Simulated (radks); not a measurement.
**Al⁹⁺ in [He] 2s1.75 3s0.25: an all-electron calculation**

Wanted: eigenvalues, radial structure and energy terms of the aluminium ion Al9+.

Program: radks (a radial shooting solver on a logarithmic mesh, Libxc functionals) version 1. Level of theory: non-relativistic Kohn-Sham, revPBE, spin-polarised, spherical densities, point nucleus; open shells are filled with parallel spins first. These are calculated values, not measurements, unless marked.

## Step 1: The system

| Item | Value |
| --- | --- |
| element | aluminium (Z = 13) |
| charge | +9 |
| electrons | 4 |
| configuration | [He] 2s1.75 3s0.25 |

## Step 2: Self-consistent calculation

Settings of this run:

```text
Z 13
configuration [He] 2s1.75 3s0.25 2p0 4s0
relativity non-relativistic
functional pbe_r,pbe
spin polarised
nucleus point
```

**Question.** What will this run give?

**Answer**, as computed:

| quantity | value |
| --- | --- |
| total energy | -189.69044 hartree |
| exchange-correlation share of it | 5.26 % |
| −T/E | 0.9995 |
| highest occupied level | 3s up, -153.63 eV |
| most extended occupied level | 3s up, <r> = 1.25 bohr |
| radius at density 0.001 e/bohr³ | 1.99 bohr |
| maxima of the radial density | 2 |

What this shows: The radial density shows 2 maxima for 3 occupied principal shells; where shells overlap, one shows as a shoulder or not at all. −T/E = 0.9995, near the virial value of 1. This is not the tabulated ground configuration, so its levels and sizes aren't those of the ground state, and no measured value stands beside it.
